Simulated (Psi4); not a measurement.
# quartet GaNH3 at 6 levels

Wanted: a comparison of 6 runs (UHF/STO-3G, UHF/3-21G, UB3LYP/6-31G*, U-r2SCAN/def2-TZVP, UHSE06/def2-TZVP) of quartet GaNH3. 

The calculation is run with Psi4 1.11.

2 further runs of the same task are left out: 1 that didn't finish, 1 set aside as unsound or not needed.

### Step 1. The system as given

GaNH3: 5 atoms, total charge 0, spin state quartet. As SMILES of the parent species, `[NH2][GaH]`. The coordinates come from a PBE0-D4/def2-TZVP relaxation. This is one conformer, not always the lowest. That shape belongs to the parent species and isn't relaxed for this state.

Bond lengths: N1–Ga2 1.825 Å, N1–H3 1.008 Å, N1–H4 1.006 Å, Ga2–H5 1.594 Å. Angles: N1–Ga2–H5 116.9°, Ga2–N1–H3 123.8°, Ga2–N1–H4 124.3°, H3–N1–H4 111.9°.

### Step 2. Energy and forces at UHF/STO-3G (run 1)

The input, run_ase.py:

```python
import numpy as np
from ase.calculators.psi4 import Psi4
from ase import Atoms

atoms = Atoms(['N', 'Ga', 'H', 'H', 'H'], positions=[
    [-0.211900, -0.684000, 0.064700],
    [0.815500, 0.782900, 0.417000],
    [-0.946800, -0.701300, -0.625100],
    [-0.115200, -1.569300, 0.532000],
    [0.508200, 2.097900, -0.430100],
])
calc = Psi4(atoms=atoms, method='scf', basis='STO-3G', memory='2200MB', num_threads=1, charge=0, multiplicity=4, label='calc', reference='uhf')
calc.psi4.set_options({'puream': True, 'e_convergence': 1e-09, 'd_convergence': 1e-08, 'scf_type': 'pk', 'maxiter': 100})
atoms.calc = calc

forces = atoms.get_forces()
print(f'energy: {atoms.get_potential_energy():.6f} eV')
print('forces / eV A^-1')
print(np.round(forces, 5))
```

On the command line:

```bash
$ python run_ase.py
```

calc.dat:

```text
[...]
  Running in c1 symmetry.
[...]
  Nuclear repulsion =   95.419926874908640
[...]
  Multiplicity = 4
[...]
  Nalpha       = 22
  Nbeta        = 19
[...]
    Number of basis functions: 26
[...]
   @UHF iter   1: -1955.72463677861060   -3.06700e+00   2.67033e-02 DIIS/ADIIS
[...]
   @UHF iter  47: -1956.41583264579617   -1.84173e-11   7.45045e-09 DIIS
[...]
   @S^2 Observed:                3.752542762E+00
[...]
    Orbital Energies [Eh]
    ---------------------
    Alpha Occupied:
       1A   -375.469037     2A    -47.542400     3A    -42.783364
       4A    -42.781927     5A    -42.725528     6A    -15.258032
       7A     -6.383248     8A     -4.565831     9A     -4.564051
      10A     -4.448501    11A     -1.059164    12A     -1.044370
      13A     -0.963583    14A     -0.917650    15A     -0.914907
      16A     -0.897150    17A     -0.622227    18A     -0.582303
      19A     -0.458975    20A     -0.382671    21A     -0.320443
      22A     -0.187635
    Alpha Virtual:
      23A      0.367568    24A      0.438827    25A      0.725876
[...]
  @UHF Final Energy: -1956.41583264579617
   => Energetics <=
    Nuclear Repulsion Energy =             95.4199268749086400
    One-Electron Energy =               -2916.7857996657585318
    Two-Electron Energy =                 864.9500401450538902
    Total Energy =                      -1956.4158326457961721
  UHF NO Occupations:
  HONO-2 :   20  A 1.0000000
  HONO-1 :   21  A 1.0000000
[...]
 Multipole Moments:
 ------------------------------------------------------------------------------------
     Multipole            Electronic (a.u.)      Nuclear  (a.u.)        Total (a.u.)
 ------------------------------------------------------------------------------------
 L = 1.  Multiply by 2.5417464519 to convert [e a0] to [Debye]
 Dipole X            :          3.5222087           -3.5661113           -0.0439026
 Dipole Y            :          3.1580831           -3.3622894           -0.2042063
 Dipole Z            :          1.9993618           -1.9542468            0.0451150
 Magnitude           :                                                    0.2136891
[...]
  -Total Gradient:
     Atom            X                  Y                   Z
    ------   -----------------  -----------------  -----------------
       1       -0.010172126753    -0.019067535250    -0.001576817056
       2        0.013036504676    -0.010915752969     0.016976983357
       3        0.003284910008    -0.000882222085     0.003503559051
       4       -0.001847761264     0.004690022459    -0.003749015007
       5       -0.004301526701     0.026175487800    -0.015154710346
[...]
```

The script printed:

```text
energy: -53236.786446 eV
forces / eV A^-1
[[ 0.52307  0.98049  0.08108]
 [-0.67036  0.56131 -0.87299]
 [-0.16892  0.04537 -0.18016]
 [ 0.09502 -0.24117  0.19278]
 [ 0.22119 -1.346    0.77929]]
```

It took 1.1 s on 1 thread of AMD EPYC 9R45 (Zen 5), shared host; peak memory 0.23 GiB.

### Step 3. The energy at UHF/3-21G (run 2)

The input, input.inp:

```
memory 2.2 GB

molecule system {
  0 4
  N
  Ga 1 1.825229
  H 1 1.008068 2 123.79517
  H 1 1.005722 3 111.8966 2 -179.99973
  H 2 1.594126 1 116.86458 4 -179.93664
  symmetry c1
  no_reorient
  no_com
}

set basis 3-21G
set reference uhf
set puream true
set e_convergence 1e-09
set d_convergence 1e-08
set scf_type pk
set maxiter 100

E, wfn = energy('hf', return_wfn=True)
oeprop(wfn, 'QUADRUPOLE', 'DIPOLE', 'MAYER_INDICES', title='HF')
```

On the command line:

```bash
$ psi4 -i input.inp -o input.out -n 1
```

input.out:

```text
[...]
  Running in c1 symmetry.
[...]
  Nuclear repulsion =   95.419932275568016
[...]
  Multiplicity = 4
[...]
  Nalpha       = 22
  Nbeta        = 19
[...]
    Number of basis functions: 37
[...]
   @UHF iter   1: -1969.05895040087171   -4.27041e+00   2.11921e-02 DIIS/ADIIS
[...]
   @UHF iter  14: -1969.58773030017505    1.13687e-12   2.59210e-09 DIIS
[...]
   @S^2 Observed:                3.758875577E+00
[...]
    Orbital Energies [Eh]
    ---------------------
    Alpha Occupied:
       1A   -376.383333     2A    -47.915738     3A    -42.174878
       4A    -42.174088     5A    -42.173045     6A    -15.645498
       7A     -6.308946     8A     -4.383808     9A     -4.382840
      10A     -4.380973    11A     -1.319900    12A     -1.067109
      13A     -1.064758    14A     -1.064438    15A     -1.059164
      16A     -1.058960    17A     -0.800795    18A     -0.729643
      19A     -0.664517    20A     -0.475815    21A     -0.285510
      22A     -0.176411
    Alpha Virtual:
      23A      0.096557    24A      0.189833    25A      0.242682
[...]
  @UHF Final Energy: -1969.58773030017505
   => Energetics <=
    Nuclear Repulsion Energy =             95.4199322755680157
    One-Electron Energy =               -2940.1710580669850970
    Two-Electron Energy =                 875.1633954912419995
    Total Energy =                      -1969.5877303001750533
  UHF NO Occupations:
  HONO-2 :   20  A 1.0000000
  HONO-1 :   21  A 1.0000000
[...]
 Multipole Moments:
 ------------------------------------------------------------------------------------
     Multipole            Electronic (a.u.)      Nuclear  (a.u.)        Total (a.u.)
 ------------------------------------------------------------------------------------
 L = 1.  Multiply by 2.5417464519 to convert [e a0] to [Debye]
 Dipole X            :          0.0015452           -0.0015462           -0.0000010
 Dipole Y            :         -1.5148742            1.4022863           -0.1125879
 Dipole Z            :          2.4161141           -5.0867285           -2.6706144
 Magnitude           :                                                    2.6729866
 L = 2.  Multiply by 1.3450342976 to convert [e a0^2] to [Debye ang]
 Quadrupole XX       :        -23.3491657            0.0000088          -23.3491569
 Quadrupole XY       :          0.0060765           -0.0078942           -0.0018177
[...]
```

It took 0.9 s on 1 thread of AMD EPYC 9R45 (Zen 5), shared host; peak memory 0.2 GiB.

Runs 3 to 5 aren't shown in full; the table further down has their settings and results.

### Step 4. Energy and forces at UHSE06/def2-TZVP (run 6)

The input, job.py:

```python
import psi4

psi4.set_memory(2200000000)
psi4.set_num_threads(1)
psi4.core.set_output_file('run.log', False)

m = psi4.geometry("""
0 4
N
Ga 1 1.825229
H 1 1.008068 2 123.79517
H 1 1.005722 3 111.8966 2 -179.99973
H 2 1.594126 1 116.86458 4 -179.93664
units angstrom
symmetry c1
no_reorient
no_com
""")

psi4.set_options({
    'reference': 'uks',
    'puream': True,
    'e_convergence': 1e-09,
    'd_convergence': 1e-08,
    'scf_type': 'pk',
    'dft_radial_points': 99,
    'dft_spherical_points': 590,
    'maxiter': 100,
})

e = psi4.gradient('hse06/def2-TZVP')
print('gradient / Eh bohr^-1')
print(e.np.round(6))
for k, v in sorted(psi4.core.scalar_variables().items()):
    print(f'{k:45s} {v:18.10f}')
```

On the command line:

```bash
$ python job.py
```

run.log:

```text
[...]
  Running in c1 symmetry.
[...]
  Nuclear repulsion =   95.419932275568016
[...]
  Multiplicity = 4
[...]
  Nalpha       = 22
  Nbeta        = 19
[...]
    Number of basis functions: 97
[...]
   @UKS iter   1: -1978.72017235634303   -1.16802e+00   3.46922e-02 DIIS/ADIIS
[...]
   @UKS iter  14: -1980.91789697887748   -1.13687e-12   3.24089e-09 DIIS
[...]
   @S^2 Observed:                3.755432539E+00
[...]
  @UKS Final Energy: -1980.91789697887748
   => Energetics <=
    Nuclear Repulsion Energy =             95.4199322755680157
    One-Electron Energy =               -2950.0053649621713703
    Two-Electron Energy =                 936.7651241171789707
    DFT Exchange-Correlation Energy =     -63.0975884094530599
    Empirical Dispersion Energy =           0.0000000000000000
    VV10 Nonlocal Energy =                  0.0000000000000000
    Total Energy =                      -1980.9178969788774793
[...]
 Multipole Moments:
 ------------------------------------------------------------------------------------
     Multipole            Electronic (a.u.)      Nuclear  (a.u.)        Total (a.u.)
 ------------------------------------------------------------------------------------
 L = 1.  Multiply by 2.5417464519 to convert [e a0] to [Debye]
 Dipole X            :          0.0015794           -0.0015462            0.0000332
 Dipole Y            :         -1.4590146            1.4022863           -0.0567283
 Dipole Z            :          2.6485074           -5.0867285           -2.4382211
 Magnitude           :                                                    2.4388810
[...]
  -Total Gradient:
     Atom            X                  Y                   Z
    ------   -----------------  -----------------  -----------------
       1       -0.000014482105    -0.004670113787     0.075613670739
       2       -0.000009979839     0.002660687142    -0.099116489480
       3        0.000000153180    -0.008682820076     0.010231275741
       4        0.000017080814     0.008259613218     0.007190396741
       5        0.000007233299     0.002413017284     0.006066256352
[...]
```

On the terminal:

```text
gradient / Eh bohr^-1
[[-1.4000e-05 -4.6700e-03  7.5614e-02]
 [-1.0000e-05  2.6610e-03 -9.9116e-02]
 [ 0.0000e+00 -8.6830e-03  1.0231e-02]
 [ 1.7000e-05  8.2600e-03  7.1900e-03]
 [ 7.0000e-06  2.4130e-03  6.0660e-03]]
CURRENT ENERGY                                  -1980.9178969789
CURRENT REFERENCE ENERGY                        -1980.9178969789
DD SOLVATION ENERGY                                 0.0000000000
DFT FUNCTIONAL TOTAL ENERGY                     -1980.9178969789
DFT TOTAL ENERGY                                -1980.9178969789
DFT VV10 ENERGY                                     0.0000000000
DFT XC ENERGY                                     -63.0975884095
GRID ELECTRONS ALPHA                               22.0000000131
GRID ELECTRONS BETA                                19.0000000028
GRID ELECTRONS TOTAL                               41.0000000159
NUCLEAR REPULSION ENERGY                           95.4199322756
ONE-ELECTRON ENERGY                             -2950.0053649622
PCM POLARIZATION ENERGY                             0.0000000000
PE ENERGY                                           0.0000000000
SCF ITERATION ENERGY                            -1980.9178969789
SCF ITERATIONS                                     14.0000000000
SCF TOTAL ENERGY                                -1980.9178969789
TWO-ELECTRON ENERGY                               936.7651241172
XC GRID RADIAL POINTS                              99.0000000000
XC GRID SPHERICAL POINTS                          590.0000000000
XC GRID TOTAL POINTS                           279239.0000000000
```

It took 32 s on 1 thread of AMD EPYC 9R45 (Zen 5), shared host; peak memory 1.2 GiB.

### Step 5. Overview of the runs

| run | level | task | integration grid | energy (Eh) | dipole moment (D) | HOMO energy (eV) | ⟨S²⟩ | wall time |
| --- | --- | --- | --- | --- | --- | --- | --- | --- |
| 1 | UHF/STO-3G | gradient | – | -1956.415833 | 0.54 | -5.11 | 3.753 | 1.1 s |
| 2 | UHF/3-21G | energy | – | -1969.587730 | 6.79 | -4.80 | 3.759 | 0.9 s |
| 3 | UB3LYP/6-31G* (spherical functions) | gradient | 99 radial × 590 angular | -1980.973804 | 6.27 | -2.68 | 3.754 | 8.7 s |
| 4 | UB3LYP/6-31G* (Cartesian functions) | gradient | 99 radial × 590 angular | -1980.979842 | 6.26 | -2.68 | 3.754 | 9 s |
| 5 | U-r2SCAN/def2-TZVP | gradient | 99 radial × 590 angular | -1981.197146 | 6.24 | -2.39 | 3.758 | 41 s |
| 6 | UHSE06/def2-TZVP | gradient | 99 radial × 590 angular | -1980.917897 | 6.20 | -2.59 | 3.755 | 32 s |

### Step 6. Results

| quantity | value |
| --- | --- |
| run 6: total energy | -1980.91790 Eh |
| run 6: dipole moment | 6.20 D |
| run 6: HOMO energy (highest over α and β) | -2.59 eV |
| run 6: ⟨S²⟩ | 3.755 |
| run 6: largest force on an atom | 5.099 eV/Å |

The dipole moment (its size) runs from 0.54 D (UHF/STO-3G) to 6.79 D (UHF/3-21G). So wide a spread suggests that the runs ended on unlike SCF solutions, not only an effect of the method. Totals of different functionals can't be ranked against each other. In run 1 the basis is minimal, so the values are rough. All runs together took 93 s, the longest 41 s.
